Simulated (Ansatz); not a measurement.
# CH3B2Br: small, medium and large basis sets

The task here is to estimate one member of a computed series from the others.

Method: one geometry, several basis sets; program: Ansatz 0.2.0, Gaussian basis.

Plan: PBE0-D4/def2-SVP; ωB97M-V/def2-SVP; PBE0-D4/def2-QZVPP; ωB97M-V/def2-QZVPP; the functionals' def2-TZVPP values are taken from earlier runs.

## Structure used throughout

All runs share one geometry, relaxed beforehand with PBE0-D4 in a triple-zeta def2 set.

SMILES `BrB1BC1`, 7 atoms, charge 0, spin multiplicity 1.

Atoms are counted from 1 here; the program's logs count them from 0.

Bond lengths: Br1–B2 1.900 Å, B2–B3 1.533 Å, B2–C4 1.601 Å, B3–C4 1.472 Å, B3–H5 1.179 Å, C4–H6 1.088 Å, C4–H7 1.132 Å. Angles: Br1–B2–B3 167.1°, Br1–B2–C4 136.9°, B3–B2–C4 56.0°, B2–B3–C4 64.4°, B2–B3–H5 161.7°, C4–B3–H5 133.9°, B2–C4–B3 59.6°, B2–C4–H6 164.6°, B2–C4–H7 63.1°, B3–C4–H6 135.8°, B3–C4–H7 122.7°, H6–C4–H7 101.5°.

Set-up of the first run:

File in.yaml:

```yaml
crystal:
  periodic: [false, false, false]
  atoms:
    - {symbol: Br, position_ang: [-2.236066, -1.454478, -0.104233]}
    - {symbol: B, position_ang: [-0.487934, -0.711198, -0.134901]}
    - {symbol: B, position_ang: [1.012834, -0.426801, -0.260173]}
    - {symbol: C, position_ang: [0.182801, 0.710335, 0.170734]}
    - {symbol: H, position_ang: [2.166801, -0.570005, -0.454719]}
    - {symbol: H, position_ang: [0.362714, 1.748833, 0.439001]}
    - {symbol: H, position_ang: [-0.939948, 0.635413, 0.298589]}
basis:
  gaussian: {orbitals: def2-SVP}
hamiltonian: {xc: pbe0, dispersion: d4}
output: {orbitals: {seedname: orbitals}}
```

Launch:

```
$ ansatz run in.yaml --threads 2 --pin off --events-out ev --progress --plain --max-ram 4352MiB
```

Steps of the session up to this table: PBE0-D4 in def2-SVP; ωB97M-V in def2-SVP; PBE0-D4 in def2-QZVPP; ωB97M-V in def2-QZVPP.

One table of the session follows, with a row left open; its other results are not shown here.

It belongs to the step «Functionals by basis». 

| functional | basis | HOMO (eV) |
| --- | --- | --- |
| PBE0-D4 | def2-SVP | -7.47 |
| PBE0-D4 | def2-TZVPP | -7.56 |
| PBE0-D4 | def2-QZVPP | -7.58 |
| ωB97M-V | def2-SVP | ? |
| ωB97M-V | def2-TZVPP | -9.75 |
| ωB97M-V | def2-QZVPP | -9.76 |

Q: Estimate the row for ωB97M-V, def2-SVP from the others.

As computed: HOMO (eV): -9.64. In the column «HOMO (eV)» it lies between ωB97M-V, def2-TZVPP (-9.75) and PBE0-D4, def2-QZVPP (-7.58).
